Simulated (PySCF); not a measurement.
# C5H7NS2: circular dichroism and optical rotation

Aim: compute the circular dichroism and optical rotation of C5H7NS2 (`CS[C@@H]1C[C@]1(S)C#N`).

Programs: PySCF 2.14.0, with routines of our own; each step states its level. All values are computed. Atoms count from 0.

### Step 1. The starting structure

15 atoms, charge 0, multiplicity 1; geometry from: GFN2-xTB.

### Step 2. Circular dichroism and optical rotation: TDDFT B3LYP/def2-SVPD

What the job is given:

```
{"job": {"kind": "ecd", "xc": "B3LYP", "basis": "def2-SVPD", "nstates": 12}, "charge": 0, "multiplicity": 1}
C      2.277629     0.397630     0.107731
S      1.251696     0.192650    -1.377133
C     -0.094435    -0.743325    -0.650337
C     -1.473584    -0.539715    -1.177986
C     -1.132562    -0.031803     0.198478
S     -1.839833    -0.946665     1.603428
C     -1.029444     1.359868     0.448249
N     -0.930149     2.469802     0.710661
H      1.750874     1.018159     0.827649
H      2.511497    -0.577573     0.525576
H      3.187539     0.893291    -0.212551
H      0.195206    -1.735332    -0.325279
H     -2.134115    -1.391758    -1.243512
H     -1.613741     0.197772    -1.955150
H     -0.930990    -0.555012     2.498262
```

With the program's defaults for keys left out, this is: TDDFT B3LYP/def2-SVPD circular dichroism and optical rotation, one conformer, gas phase.

Started as:

```
$ OMP_NUM_THREADS=1 python excited_run.py task.json out
```

One launch serves the whole session: the jobs run in the order shown.

Standard output:

```text
coarse grid: 14080 points
cycle   1  E = -1045.2663265958  dE =  1.080e+00  |g| = 4.756e-01  |ddm| = 6.598e+00
cycle   2  E = -1045.0639573360  dE =  2.024e-01  |g| = 1.066e+00  |ddm| = 2.410e+00
cycle   3  E = -1045.3212018637  dE = -2.572e-01  |g| = 1.386e-01  |ddm| = 1.663e+00
cycle   4  E = -1045.3257775564  dE = -4.576e-03  |g| = 3.991e-02  |ddm| = 2.625e-01
cycle   5  E = -1045.3261463619  dE = -3.688e-04  |g| = 1.133e-02  |ddm| = 9.072e-02
cycle   6  E = -1045.3261817293  dE = -3.537e-05  |g| = 2.054e-03  |ddm| = 3.295e-02
cycle   7  E = -1045.3261827720  dE = -1.043e-06  |g| = 6.329e-04  |ddm| = 6.974e-03
final grid: 128128 points
cycle   8  E = -1045.4433863362  dE = -3.945e-05  |g| = 4.589e-03  |ddm| = 1.677e-01
cycle   9  E = -1045.4433819395  dE =  4.397e-06  |g| = 6.185e-03  |ddm| = 2.071e-02
cycle  10  E = -1045.4433915721  dE = -9.633e-06  |g| = 1.253e-03  |ddm| = 1.059e-02
cycle  11  E = -1045.4433919036  dE = -3.315e-07  |g| = 3.914e-04  |ddm| = 2.236e-03
cycle  12  E = -1045.4433919346  dE = -3.094e-08  |g| = 1.184e-04  |ddm| = 6.952e-04
cycle  13  E = -1045.4433919379  dE = -3.371e-09  |g| = 3.520e-05  |ddm| = 2.975e-04
cycle  14  E = -1045.4433919382  dE = -3.081e-10  |g| = 7.309e-06  |ddm| = 9.890e-05
converged SCF energy = -1045.4433919382

Singlet excitations and rotatory strengths (1e-40 esu^2 cm^2)
state   eV       nm     f(len)   f(vel)    R(len)    R(vel)   main configurations
  1   4.9008   253.0  0.01971  0.02060   -27.914   -29.319   H->L 0.89
  2   5.2751   235.0  0.00455  0.00456     3.153     3.158   H-1->L 0.60, H->L+2 0.32
  3   5.3521   231.7  0.00118  0.00144     6.348     6.482   H->L+2 0.50, H-1->L 0.29, H->L+1 0.10
  4   5.6943   217.7  0.00665  0.00794   -11.837   -12.719   H->L+1 0.83, H->L+2 0.12
  5   5.8658   211.4  0.02276  0.02241    10.051     9.997   H->L+3 0.95
  6   6.1533   201.5  0.02588  0.02604    -6.108    -5.461   H-1->L+1 0.84
  7   6.3150   196.3  0.01976  0.01908     5.515     5.612   H->L+4 0.83
  8   6.4442   192.4  0.03366  0.03473     3.889     3.899   H-1->L+2 0.68, H-1->L+3 0.24
  9   6.4749   191.5  0.00450  0.00665    -2.744    -3.233   H->L+5 0.72, H->L+6 0.17
 10   6.5746   188.6  0.01448  0.01597     8.853    10.013   H->L+6 0.73, H->L+5 0.17
 11   6.6288   187.0  0.02464  0.02580    37.320    38.618   H-1->L+3 0.70, H-1->L+2 0.20
 12   6.7510   183.7  0.01772  0.01780    -9.513    -8.596   H-2->L 0.60, H-3->L 0.18

Specific rotation (deg / (dm g/mL))
    nm     length   length(OI)   velocity    alpha(len)  alpha(vel)
  633.0     115.49     111.41      90.11      105.568    106.919
  589.3     130.02     125.20     100.06      106.044    107.404
  546.0     146.05     140.27     110.10      106.644    108.016
  436.0     177.54     167.24     113.24      109.194    110.617
  405.0     165.10     152.40      85.48      110.394    111.842
  365.0      79.26      61.68     -32.05      112.557    114.052
  355.0      29.30       9.97     -93.61      113.255    114.766
```

It took 91 s on 1 thread of Arm Neoverse V1, shared host; peak memory 0.97 GiB.

### Step 3. Results

| quantity | value |
| --- | --- |
| state of largest rotatory strength (velocity form) among 12 (step 2, TDDFT B3LYP/def2-SVPD) | 6.63 eV, R = +38.6 (velocity), +37.3 (length) ·10⁻⁴⁰ esu² cm² |
| specific rotation at 633.0 nm (step 2, TDDFT B3LYP/def2-SVPD) | 90.1 (velocity), 115.5 (length) |

In step 2 length and velocity forms differ in sign for some values, so those signs are unsure. Rotations belong to one conformer. The length form depends on the origin in a finite basis.
